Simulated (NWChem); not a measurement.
# One shape, several levels: C3H6B− (SMILES [BH3-]C1=CC1)

Wanted: a comparison of 5 runs (HF/STO-3G, HF/3-21G, B3LYP/6-31G*, MP2/6-31G*) of C3H6B−. 

Program for the calculation: NWChem 7.3.0.

### 1 The structure to begin with

C3H6B−: 10 atoms, total charge -1, spin state singlet. SMILES: `[BH3-]C1=CC1`. The shape is that of a GFN2-xTB optimisation.

Bond lengths: B1–C2 1.590 Å, C2–C3 1.308 Å, C2–C4 1.528 Å, C3–C4 1.482 Å, B1–H5 1.225 Å, B1–H6 1.221 Å, B1–H7 1.225 Å, C3–H8 1.069 Å, C4–H9 1.096 Å, C4–H10 1.096 Å. Some angles: B1–C2–C3 153.2°, B1–C2–C4 144.3°, C3–C2–C4 62.4°, C2–C3–C4 66.1°, C2–C4–C3 51.5°, C2–B1–H5 108.6°, C2–B1–H6 111.3°, C2–B1–H7 108.5°, C2–C3–H8 153.1°, C4–C3–H8 140.8°.

### 2 Energy and forces at HF/STO-3G (run 1)

Input file c3h6b.nw:

```
start c3h6b
title "C3H6B"
memory 2200 mb
charge -1

geometry noautosym nocenter noautoz
  B       -0.996420       0.886700      -0.824160
  C       -0.064620      -0.147040      -0.054800
  C        0.330980      -1.353900       0.258800
  C        1.102410      -0.276500       0.923100
  H       -0.865830       0.707800      -2.028910
  H       -0.706390       2.039040      -0.542830
  H       -2.160720       0.664330      -0.515100
  H        0.280690      -2.420250       0.196750
  H        0.957400      -0.060240       1.988010
  H        2.122500      -0.039940       0.599140
end

basis spherical bse
  B library STO-3G
  C library STO-3G
  H library STO-3G
end

scf
  nopen 0
  rhf
  thresh 1e-08
  maxiter 80
end

task scf gradient
```

Run with:

```console
$ nwchem c3h6b.nw > c3h6b.out
```

The log of the run:

```text
[...]
  functions       =    26
[...]
  wavefunction    = RHF
[...]
         Total SCF energy =   -139.859627135368
      One-electron energy =   -391.305662224115
      Two-electron energy =    152.640970111672
 Nuclear repulsion energy =     98.805064977075
        Time for solution =      1.2s
[...]
                         RHF ENERGY GRADIENTS
    atom               coordinates                        gradient
                 x          y          z           x          y          z
   1 B      -1.882961   1.675620  -1.557437    0.027953  -0.025392   0.022828
   2 C      -0.122114  -0.277865  -0.103557   -0.016523   0.038190  -0.013067
   3 C       0.625462  -2.558500   0.489061    0.000010  -0.037595  -0.000547
   4 C       2.083253  -0.522509   1.744406    0.001710   0.007389   0.001549
   5 H      -1.636181   1.337548  -3.834084    0.002259  -0.004205  -0.028201
   6 H      -1.334884   3.853227  -1.025800    0.005470   0.027301   0.005506
   7 H      -4.083169   1.255402  -0.973398   -0.027315  -0.005293   0.006592
   8 H       0.530427  -4.573609   0.371804    0.003335   0.000414   0.002678
   9 H       1.809224  -0.113837   3.756794   -0.002263  -0.000394   0.005983
  10 H       4.010943  -0.075476   1.132210    0.005364  -0.000415  -0.003321
[...]
```

Run time: 1.9 s. Hardware: 1 thread of Intel Xeon Platinum 8488C (Sapphire Rapids), shared host; peak memory 0.099 GiB.

### 3 Energy and gradient at HF/3-21G (run 2)

Input file mol.xyz:

```xyz
10

B     -0.996420     0.886700    -0.824160
C     -0.064620    -0.147040    -0.054800
C      0.330980    -1.353900     0.258800
C      1.102410    -0.276500     0.923100
H     -0.865830     0.707800    -2.028910
H     -0.706390     2.039040    -0.542830
H     -2.160720     0.664330    -0.515100
H      0.280690    -2.420250     0.196750
H      0.957400    -0.060240     1.988010
H      2.122500    -0.039940     0.599140
```

Input file run.py:

```python
from ase.io import read
from ase.calculators.nwchem import NWChem

mol = read('mol.xyz')

calc = NWChem(
    label='mol',
    theory='scf',
    memory='2200 mb',
    basis='3-21G',
    basispar='spherical bse',
    charge=-1,
    scf={'nopen': '0', 'rhf': None, 'thresh': '1e-08', 'maxiter': '80', 'print': 'low'},
)
mol.calc = calc

forces = mol.get_forces()
e = mol.get_potential_energy()
print(f"E = {e:.6f} eV")
print("forces (eV/A):")
for s, f in zip(mol.symbols, forces):
    print(f"{s:2s} {f[0]:10.5f} {f[1]:10.5f} {f[2]:10.5f}")
```

Run with:

```console
$ export ASE_NWCHEM_COMMAND="nwchem PREFIX.nwi > PREFIX.nwo"
$ python run.py
```

The log of the run:

```text
E = -3833.008077 eV
forces (eV/A):
B    -0.21633    0.18214   -0.16476
C    -0.03157   -1.12686   -0.05230
C    -0.24024   -0.00103   -0.20384
C     1.30113    0.33810    1.09652
H    -0.02777    0.02617   -0.20008
H     0.03219    0.15550    0.03024
H    -0.20636    0.02324   -0.00303
H    -0.20723    0.39364   -0.16075
H    -0.00782    0.00478   -0.40711
H    -0.39605    0.00427    0.06505
```

The calculator wrote mol.nwi:

```
title "mol"

permanent_dir mol

scratch_dir mol

start mol

geometry units angstrom nocenter noautosym noautoz
  B  -9.9641999999999997e-01 8.8670000000000004e-01 -8.2416000000000000e-01
  C  -6.4619999999999997e-02 -1.4704000000000000e-01 -5.4800000000000001e-02
  C  3.3098000000000000e-01 -1.3539000000000001e+00 2.5879999999999997e-01
  C  1.1024099999999999e+00 -2.7650000000000002e-01 9.2310000000000003e-01
  H  -8.6582999999999999e-01 7.0779999999999998e-01 -2.0289100000000002e+00
  H  -7.0638999999999996e-01 2.0390400000000000e+00 -5.4283000000000003e-01
  H  -2.1607200000000000e+00 6.6432999999999998e-01 -5.1510000000000000e-01
  H  2.8069000000000000e-01 -2.4202499999999998e+00 1.9675000000000001e-01
  H  9.5740000000000003e-01 -6.0240000000000002e-02 1.9880100000000001e+00
  H  2.1225000000000001e+00 -3.9940000000000003e-02 5.9914000000000001e-01
end

charge -1

memory 2200 mb

basis spherical bse noprint
   * library 3-21G
end

scf
  nopen 0
  rhf
  thresh 1e-08
  maxiter 80
  print low
end

task scf gradient
```

mol.nwo:

```text
Northwest Computational Chemistry Package (NWChem) 7.3.0
             --------------------------------------------------------

           Job information
           ---------------

    nwchem branch   = 7.3.0
    use scalapack   = T
    input           = mol.nwi
    prefix          = mol.
    data base       = mol/mol.db
    status          = startup
    nproc           =        1

           Memory information
           ------------------

    heap     =     72089594 doubles =      550.0 Mbytes
    stack    =     72089599 doubles =      550.0 Mbytes
    global   =    144179200 doubles =     1100.0 Mbytes (distinct from heap & stack)
    total    =    288358393 doubles =     2200.0 Mbytes
    verify   = yes
    hardfail = no

[... 37 lines left out ...]
            Nuclear Dipole moment (a.u.)
[... 77 lines left out ...]
       Final RHF  results
       ------------------

         Total SCF energy =   -140.860449878673
      One-electron energy =   -389.961861749896
      Two-electron energy =    150.296346894148
 Nuclear repulsion energy =     98.805064977075

        Time for solution =      1.5s

                              NWChem Gradients Module
                              -----------------------

                         RHF ENERGY GRADIENTS

    atom               coordinates                        gradient
                 x          y          z           x          y          z
   1 B      -1.882961   1.675620  -1.557437    0.004207  -0.003542   0.003204
   2 C      -0.122114  -0.277865  -0.103557    0.000614   0.021914   0.001017
   3 C       0.625462  -2.558500   0.489061    0.004672   0.000020   0.003964
[... 6 lines of this table left out ...]
  10 H       4.010943  -0.075476   1.132210    0.007702  -0.000083  -0.001265

 Task  times  cpu:        1.8s     wall:        1.8s
 Total times  cpu:        1.8s     wall:        1.8s
```

Run time: 2.8 s. Hardware: 1 thread of Intel Xeon Platinum 8488C (Sapphire Rapids), shared host; peak memory 0.099 GiB.

Runs 3 to 4 aren't shown in full; the table further down has their settings and results.

### 4 Energy and forces at MP2/6-31G(d) (spherical functions) (run 5)

Input file work.nw:

```
start work
title "C3H6B"
memory 2200 mb
charge -1

geometry units au noautosym nocenter noautoz
   B     -1.88296091     1.67562015    -1.55743668
   C     -0.12211410    -0.27786533    -0.10355699
   C      0.62546155    -2.55850020     0.48906112
   C      2.08325298    -0.52250927     1.74440619
   H     -1.63618157     1.33754815    -3.83408423
   H     -1.33488364     3.85322716    -1.02580003
   H     -4.08316903     1.25540176    -0.97339793
   H      0.53042723    -4.57360965     0.37180362
   H      1.80922379    -0.11383710     3.75679443
   H      4.01094370    -0.07547566     1.13221051
end

basis "ao basis" spherical bse
   * library 6-31G*
end

scf
   thresh 1e-08
   maxiter 80
   print low
end

mp2
   freeze core 4
   tight
end

task mp2 gradient
```

Run with:

```console
$ nwchem work.nw > work.out
```

The log of the run:

```text
[...]
  functions       =    68
[...]
  wavefunction    = RHF
[...]
         Total SCF energy =   -141.668344286960
      One-electron energy =   -391.293894664018
      Two-electron energy =    150.820492524030
 Nuclear repulsion energy =     98.805057853029
        Time for solution =      9.7s
[...]
          Total MP2 energy          -142.144939814266
[...]
                         mp2 ENERGY GRADIENTS
    atom               coordinates                        gradient
                 x          y          z           x          y          z
   1 B      -1.882961   1.675620  -1.557437    0.003634  -0.002919   0.002785
   2 C      -0.122114  -0.277865  -0.103557    0.005019  -0.004736   0.004245
   3 C       0.625462  -2.558500   0.489061   -0.009121   0.001377  -0.007706
   4 C       2.083253  -0.522509   1.744406   -0.005017   0.002865  -0.004121
   5 H      -1.636182   1.337548  -3.834084    0.000140   0.000156   0.003156
   6 H      -1.334884   3.853227  -1.025800   -0.001229  -0.002788  -0.001102
   7 H      -4.083169   1.255402  -0.973398    0.003181   0.000228  -0.000215
   8 H       0.530427  -4.573610   0.371804    0.004473   0.009459   0.003854
   9 H       1.809224  -0.113837   3.756794    0.000630  -0.001743  -0.001753
  10 H       4.010944  -0.075476   1.132211   -0.001710  -0.001898   0.000857
[...]
```

Run time: 22 s. Hardware: 1 thread of Intel Xeon Platinum 8488C (Sapphire Rapids), shared host; peak memory 0.17 GiB.

### 5 Overview of the runs

| run | level | iteration cap | module | energy (Eh) | largest force (eV/Å) | wall time |
| --- | --- | --- | --- | --- | --- | --- |
| 1 | HF/STO-3G | 80 | scf | -139.859627 | 2.269 | 1.9 s |
| 2 | HF/3-21G | 80 | scf | -140.860450 | 1.735 | 2.8 s |
| 3 | B3LYP/6-31G* (spherical functions) | 100 | dft | -142.705831 | 0.595 | 45 s |
| 4 | B3LYP/6-31G* (Cartesian functions) | 100 | dft | -142.708590 | 0.598 | 37 s |
| 5 | MP2/6-31G* (spherical functions) | 80 | mp2 | -142.144940 | 0.618 | 22 s |

### 6 What came out

| quantity | value |
| --- | --- |
| run 5: total energy | -142.14494 Eh |
| run 5: correlation energy (4 core orbitals frozen) | -476.6 mEh |
| run 5: largest force on an atom | 0.618 eV/Å |

What this shows: In run 1 the basis is minimal, so the values are rough. All runs together took 1.8 min, the longest 45 s.
